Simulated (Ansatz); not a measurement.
# CH3ClF2Ge: the cost of one run

Method: RKS PBE0-D4/def2-SVP, in Ansatz 0.2.0.

## (1) The structure to begin with

Bond lengths: Ge1–C2 1.960 Å, C2–H3 1.110 Å, C2–H4 1.110 Å, C2–H5 1.110 Å, Ge1–F6 1.680 Å, Ge1–F7 1.679 Å, Ge1–Cl8 2.218 Å. Angles: Ge1–C2–H3 109.5°, Ge1–C2–H4 109.5°, Ge1–C2–H5 109.5°, H3–C2–H4 109.4°, H3–C2–H5 109.4°, H4–C2–H5 109.4°, C2–Ge1–F6 109.4°, C2–Ge1–F7 109.5°, C2–Ge1–Cl8 109.5°, F6–Ge1–F7 109.5°, F6–Ge1–Cl8 109.5°, F7–Ge1–Cl8 109.5°.

Structure file:

```xyz
8

Ge    0.0000    0.0000    0.0000
C     0.0000    0.0000    1.9600
H    -0.9996   -0.3092    2.3305
H     0.7676   -0.7111    2.3305
H     0.2320    1.0203    2.3305
F     1.5842    0.0000   -0.5594
F    -0.7913    1.3709   -0.5594
Cl   -1.0456   -1.8115   -0.7393
```

## (2) Preparing the start

File input.yaml:

```yaml
crystal:
  periodic: [false, false, false]
  atoms:
    - { symbol: Ge, position_ang: [0.0, 0.0, 0.0] }
    - { symbol: C, position_ang: [0.0, 0.0, 1.96] }
    - { symbol: H, position_ang: [-0.9996, -0.3092, 2.3305] }
    - { symbol: H, position_ang: [0.7676, -0.7111, 2.3305] }
    - { symbol: H, position_ang: [0.232, 1.0203, 2.3305] }
    - { symbol: F, position_ang: [1.5842, 0.0, -0.5594] }
    - { symbol: F, position_ang: [-0.7913, 1.3709, -0.5594] }
    - { symbol: Cl, position_ang: [-1.0456, -1.8115, -0.7393] }
basis:
  gaussian: { orbitals: def2-SVP }
hamiltonian:
  xc: pbe0
  dispersion: d4
relax:
  f_tol: 0.02
  max_steps: 40
output:
  orbitals: {}
```

Launch:

```sh
ansatz run input.yaml --threads 4 --pin off --max-ram 5120MiB --backend cpu --events-out ev --progress --plain --runs-dir out
```

**Question.** How long does this run take on 4 threads of Arm Neoverse V1, shared host, and how much memory does it need?

About 23 s, with a peak of 0.27 GiB.
